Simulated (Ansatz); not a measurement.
# F− with BCl₃: structure and interaction energy

The task here is to estimate one member of a computed series from the others.

Program: Ansatz 0.2.0, Gaussian basis. Level of theory: PBE0-D4 structure, single points in def2-TZVPPD. These are calculated values, not measurements.

Levels: PBE-D4, revPBE-D4, BLYP-D4, r2SCAN-D4, B97M-V, PBE0-D4, B3LYP-D4, HSE06-D4, wB97X-V, wB97M-V, B2PLYP, Hartree-Fock, MP2, CCSD, CCSD(T). The reference is CCSD(T) extrapolated to the basis limit.

Cores are frozen in the correlated methods. B3LYP uses VWN-RPA correlation. B2PLYP carries no dispersion term here.

163 further runs of the same task are left out: 163 set aside as unsound or not needed. Runs told in other sessions of the task aren't counted.

**Starting geometry**

The pair, from a GFN2-xTB docking trial: 5 atoms, charge -1, spin multiplicity 1.

Atoms are counted from 1 here; the program's logs count them from 0.

Bond lengths: F1–B3 1.368 Å, Cl2–B3 1.861 Å, B3–Cl4 1.856 Å, B3–Cl5 1.858 Å. Angles: F1–B3–Cl2 109.5°, F1–B3–Cl4 109.2°, F1–B3–Cl5 109.4°, Cl2–B3–Cl4 109.6°, Cl2–B3–Cl5 109.1°, Cl4–B3–Cl5 109.9°.

As a file:

```xyz
5
BCl3F
F    -0.13830    0.07280   -1.45590
Cl   -1.12170    1.26280    0.70010
B    -0.00850    0.00230   -0.09620
Cl   -0.48350   -1.69860    0.47620
Cl    1.75200    0.36070    0.37570
```

Atoms 1 to 1 are fragment A (F−), the rest fragment B (BCl₃).

The first run:

pre/in.yaml reads:

```yaml
crystal:
  periodic: [false, false, false]
  atoms:
    - {symbol: F, position_ang: [-0.138300, 0.072800, -1.455900]}
    - {symbol: Cl, position_ang: [-1.121700, 1.262800, 0.700100]}
    - {symbol: B, position_ang: [-0.008500, 0.002300, -0.096200]}
    - {symbol: Cl, position_ang: [-0.483500, -1.698600, 0.476200]}
    - {symbol: Cl, position_ang: [1.752000, 0.360700, 0.375700]}
basis:
  gaussian: {orbitals: def2-SVPD}
total_charge: -1
hamiltonian: {xc: pbe, dispersion: d4}
relax: {f_tol: 0.03, max_steps: 250}
```

Run with:

```bash
> ansatz run in.yaml --threads 4 --pin off --events-out ev --progress --plain --max-ram 9574MiB
```

Among the steps run: A first relaxation in a small basis; Relaxation at PBE0-D4; wB97X-V/def2-TZVPPD; wB97M-V/def2-TZVPPD; B2PLYP/def2-TZVPPD; B97M-V/def2-TZVPPD; CCSD(T)/def2-TZVPPD; MP2/def2-QZVPPD; Hartree-Fock/STO-3G; SPW92/def2-SVP; wB97M-V/def2-SVP; CCSD(T)/def2-SVP; Vibrations of the pair.

One table of the session follows, with a row left open; its other results are not shown here.

| method | interaction (meV) |
| --- | --- |
| PBE-D4 | -5512 |
| revPBE-D4 | -5384 |
| BLYP-D4 | -5270 |
| r2SCAN-D4 | -5928 |
| B97M-V | -5928 |
| PBE0-D4 | -5973 |
| B3LYP-D4 | -5706 |
| HSE06-D4 | -5972 |
| wB97X-V | -5985 |
| wB97M-V | -5943 |
| B2PLYP | -5708 |
| Hartree-Fock | -6272 |
| MP2 | -5807 |
| CCSD | ? |
| CCSD(T) | -5769 |
| CCSD(T)/CBS | -5959 |

Estimate the missing values for CCSD.

As computed: interaction (meV): -5888. In the column «interaction (meV)» it lies between B97M-V (-5928) and MP2 (-5807).
